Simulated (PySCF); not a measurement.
# F5HMoO (Mo(OH)F5): the cost of one run

Programs: PySCF 2.14.0, with routines of our own; each step states its level. All values are computed. Atoms count from 0.

## Step 1: The starting structure

8 atoms, charge 0, multiplicity 1; geometry from: GFN2-xTB.

## Step 2: Geometry optimisation at PBE0-D3(BJ)/def2-SVP

Job settings and geometry (Å):

```
{"job": {"xc": "PBE0", "basis": "def2-SVP", "d3": "d3bj", "grid": 1, "maxiter": 30, "shake": 0.03, "kind": "geom"}, "charge": 0, "multiplicity": 1}
Mo     0.086910    -0.096910    -0.285940
O     -0.125950     0.075990     1.411560
H     -0.258330     0.150530     2.348090
F      0.259570    -0.125200    -2.058470
F      1.769360    -0.055820    -0.257640
F     -1.729270     0.003710    -0.505450
F      0.079690     1.719240    -0.470420
F      0.056250    -1.757200    -0.265440
```

Started as:

```console
> OMP_NUM_THREADS=1 python heavy_run.py task.json out
```

The driver reads the jobs from task.json and runs them one after another.

**Question.** How long does this first job take on 1 thread of Arm Neoverse V1, shared host, and how much memory does it need?

About 93 s, with a peak of 0.48 GiB.
